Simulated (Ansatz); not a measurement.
Crystal: RhN.

```
Rh N
1.0
     2.96283    0.00000    0.00000
    -1.48141    2.56588    0.00000
     0.00000    0.00000    5.78315
Rh N
2 2
Direct
  0.00000 0.00000 0.00000
  0.00000 0.00000 0.50000
  0.66667 0.33333 0.25000
  0.66667 0.33333 0.75000
```

The cell comes from a database or a generator and needn't be the stable form of this composition.

The cell isn't the ideal one: another cell of the same crystal, with 4 atoms.

Base run:

```yaml
Program: Ansatz 0.2.0
Functional: PBE
Potentials_or_basis: Ansatz PAW
Cutoff: 420 eV
Density_cutoff: 1680 eV
k_mesh: 7 × 7 × 4
Occupations: gaussian, width 0.05 eV
Spin: collinear spin, antiferromagnetic start
Starting_moments: "[0.6, -0.6, 0.0, 0.0] μB"
Hubbard_terms: Rh d U = 2 eV
```

Its results: band gap on the k mesh none (metal or under the smearing width); pressure -11.6 GPa; net moment 0.00 μB per cell.

The run is repeated on the same cell with these changes: hubbard terms from Rh d U = 2 eV to Rh d U = 7 eV. What comes out?

Band gap on the k mesh none (metal or under the smearing width); pressure -1.9 GPa; net moment 0.00 μB per cell; site moments Rh +0.81, -0.81; N +0.00, -0.00 μB.

Caveats: the magnetic or orbital state may not be the lowest.

Not every run made on this cell is shown here.
